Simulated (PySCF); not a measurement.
**[YbBr2]+: other functionals and bases at one geometry**

One table from this session's results is given with a row withheld; the runs are named, their logs left out.

Program: PySCF 2.14.0. Level of theory: several levels, as the steps say, no spin–orbit coupling. These are calculated values, not measurements.

1 further run of the same task is left out (for a known fault of the program).

## The starting structure

3 atoms, charge 1, spin multiplicity 1.

Bond lengths: Yb1–Br2 2.479 Å, Yb1–Br3 2.479 Å. Angles: Br2–Yb1–Br3 113.9°.

Geometry (Å):

```xyz
3

Yb    0.00000    0.00000   -0.69011
Br    2.07784    0.00000    0.66247
Br   -2.07784    0.00000    0.66247
```

Formal oxidation states: Yb +3. Each metal's 13 4f electrons lie in its core potential, so multiplicities, spins and levels count the valence alone. An earlier session relaxed this geometry at PBE0, Yb lcecp-1-SVP with ECP59, Br def2-SVP (singlet, point group C2v).

At PBE0 on the finer grid: E = -5186.379278 Eh, HOMO -13.14 eV, LUMO -8.22 eV, Mulliken charge on Yb1 +1.24 e, largest force component 0.009 eV/Å. 

Levels to run: TPSSh; CAM-B3LYP; PBE0, TZVP. Hardware: 2 threads of Arm Neoverse V1, shared host.

Set-up of the first run:

File run.py (the lines that set the calculation):

```python
mol = gto.M(atom='''
Yb     0.00000     0.00000    -0.69011
Br     2.07784     0.00000     0.66247
Br    -2.07784     0.00000     0.66247''',
    basis={'Yb': 'lcecp-1-SVP', 'Br': 'def2-SVP'},
    ecp={'Yb': 'lcecp-1-SVP'},
    charge=1, spin=0)
mf = dft.RKS(mol, xc='TPSSH')
mf.grids.atom_grid = (75, 302)  # f atoms: unpruned, at least (60, 302)
mf = mf.density_fit()  # fitting sets: Yb AutoAux, Br def2-universal-JKFIT
mf.conv_tol = 1e-08; mf.max_cycle = 55
mf.kernel(dm0)  # dm0: the density of the relaxed state
```

The run is started by

```bash
OMP_NUM_THREADS=2 python run.py
```

Among the steps run: TPSSh; CAM-B3LYP; PBE0, TZVP.

One table of the session follows, with a row left open; its other results are not shown here.

| level | HOMO (eV) | gap (eV) | charge on Yb1 (e) | dipole (D) | largest force component (eV/Å) |
| --- | --- | --- | --- | --- | --- |
| PBE0 (relaxed here) | -13.14 | 4.92 | 1.24 | 6.63 | 0.01 |
| TPSSh | -12.51 | 4.06 | 1.25 | 6.58 | 0.21 |
| CAM-B3LYP | ? | ? | ? | ? | ? |
| PBE0, TZVP | -13.08 | 4.96 | 1.53 | 6.50 | 0.07 |

**Question.** Estimate the row for CAM-B3LYP.

As computed: HOMO (eV): -14.34; gap (eV): 6.82; charge on Yb1 (e): 1.21; dipole (D): 6.80; largest force component (eV/Å): 0.07. In the column «HOMO (eV)» it is the lowest.

The dipole of a charged species depends on the origin, so these sizes hold for this origin alone.

In one basis the HOMO–LUMO gap runs from 4.06 eV (TPSSh) to 6.82 eV (CAM-B3LYP). The largest leftover force, 0.21 eV/Å with TPSSh, stands at a geometry relaxed at another level. With 4f in the core, its levels are missing from HOMO and gap, and its count is fixed, so no charge can pass from the ligands into it. Total energies of different levels can't be compared.
